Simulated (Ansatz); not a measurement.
# GaAs: elastic constants

Aim: the elastic tensor from the stress of slightly strained cells, and the moduli that follow. Runs: cell and atoms relaxed (PAW); reference run (PAW); ions clamped (PAW); cell relaxed at 20 GPa (PAW); at 20 GPa (PAW).

Program: Ansatz 0.2.0. Level of theory: DFT LDA, frozen-core PAW, scalar-relativistic unless said. These are calculated values, not measurements.

1 further run of the same task is left out (set aside as unsound or not needed).

## 1. The starting structure

The structure is cubic, space group F-43m (No. 216). The conventional cell has a = 5.654 Å, b = 5.654 Å, c = 5.654 Å, α = 90.00°, β = 90.00°, γ = 90.00°. Ga (site symmetry -43m) is surrounded by 4 As at 2.45 Å. Around As (site symmetry -43m) lie 4 Ga at 2.45 Å.

Structure file:

```cif
data_structure
_symmetry_space_group_name_H-M 'P 1'
_symmetry_Int_Tables_number 1
_cell_length_a 3.9978
_cell_length_b 3.9978
_cell_length_c 3.9978
_cell_angle_alpha 60.000
_cell_angle_beta 60.000
_cell_angle_gamma 60.000
_cell_volume 45.18
loop_
_atom_site_label
_atom_site_type_symbol
_atom_site_fract_x
_atom_site_fract_y
_atom_site_fract_z
_atom_site_occupancy
Ga1 Ga 0.00000 0.00000 0.00000 1
As1 As 0.75000 0.75000 0.75000 1
```

Cartesian axes are those of the input's lattice vectors. The structure goes back to a database entry.

## 2. Cell and atoms relaxed, PAW

File input.yaml:

```yaml
crystal:
  lattice:
    - [0.0, 2.82685, 2.82685]
    - [2.82685, 0.0, 2.82685]
    - [2.82685, 2.82685, 0.0]
  atoms:
    - { symbol: Ga, position: [0.0, 0.0, 0.0] }
    - { symbol: As, position: [0.75, 0.75, 0.75] }
kpoints:
  mp_grid: { grid: [14, 14, 14] }
scf:
  occupations: { method: fermi_dirac, width: 0.05 }
hamiltonian:
  xc: lda
  pseudopotentials: { kind: paw }
relax:
  f_tol: 0.002
  max_steps: 80
  cell: {}
output:
  forces: true
  stress: true
```

Launch:

```sh
> ansatz run input.yaml --threads 1 --pin off --max-ram 2560MiB --backend cpu --events-out ev --progress --plain --runs-dir out
```

## 3. Reference run, PAW

File input.yaml:

```yaml
crystal:
  lattice:
    - [0.0, 2.80146270433, 2.80146270433]
    - [2.80146270433, 0.0, 2.80146270433]
    - [2.80146270433, 2.80146270433, 0.0]
  atoms:
    - { symbol: Ga, position: [0.0, 0.0, 0.0] }
    - { symbol: As, position: [0.75, 0.75, 0.75] }
kpoints:
  mp_grid: { grid: [8, 8, 8] }
scf:
  occupations: { method: fixed }
hamiltonian:
  xc: lda
  pseudopotentials: { kind: paw }
elastic:
  mode: relaxed_ion
  stencil: four_point
  amplitude: 0.008
```

## 4. Ions clamped, PAW

input.yaml, as its differences from that of step 3:

```diff
@@ -16,3 +16,3 @@
 elastic:
-  mode: relaxed_ion
+  mode: clamped_ion
   stencil: four_point
```

## 5. Cell relaxed at 20 GPa, PAW

input.yaml, as its differences from that of step 4:

```diff
@@ -15,5 +15,8 @@
   pseudopotentials: { kind: paw }
-elastic:
-  mode: clamped_ion
-  stencil: four_point
-  amplitude: 0.008
+relax:
+  f_tol: 0.002
+  max_steps: 80
+  cell: { p_target: 20 }
+output:
+  forces: true
+  stress: true
```

## 6. At 20 GPa, PAW

File input.yaml:

```yaml
crystal:
  lattice:
    - [0.0, 2.6395242491, 2.6395242491]
    - [2.6395242491, 0.0, 2.6395242491]
    - [2.6395242491, 2.6395242491, 0.0]
  atoms:
    - { symbol: Ga, position: [0.0, 0.0, 0.0] }
    - { symbol: As, position: [0.75, 0.75, 0.75] }
kpoints:
  mp_grid: { grid: [8, 8, 8] }
scf:
  occupations: { method: fixed }
hamiltonian:
  xc: lda
  pseudopotentials: { kind: paw }
elastic:
  mode: relaxed_ion
  stencil: four_point
  amplitude: 0.008
```

(Steps that only read results are left out.)

Q: Predict the outcome of this session. Wanted: C11; C12; C44; bulk, shear and Young's modulus; Debye temperature from sound speeds; universal anisotropy index.

**Answer**, as computed:

```
                           quantity            value
                          C11 (PAW)          117 GPa
                          C12 (PAW)           53 GPa
                          C44 (PAW)           59 GPa
    bulk, shear and Young's modulus  74, 46, 115 GPa
Debye temperature from sound speeds            340 K
         universal anisotropy index             0.45
```

All eigenvalues are positive, so the crystal is mechanically stable; by PAW K = 74 and G = 46 GPa, K/G = 1.62, on the brittle side of Pugh's rough line at 1.75, which was drawn for metals. Young's modulus runs from 84 to 139 GPa with direction. Letting the ions relax lowers C44 most, from 80 to 59 GPa. At 20 GPa K rises to 157 GPa. Cautions: frozen-core PAW files fitted under PBE, their cores solved anew for the functional of the run; constants at zero field, no piezoelectric stiffening.
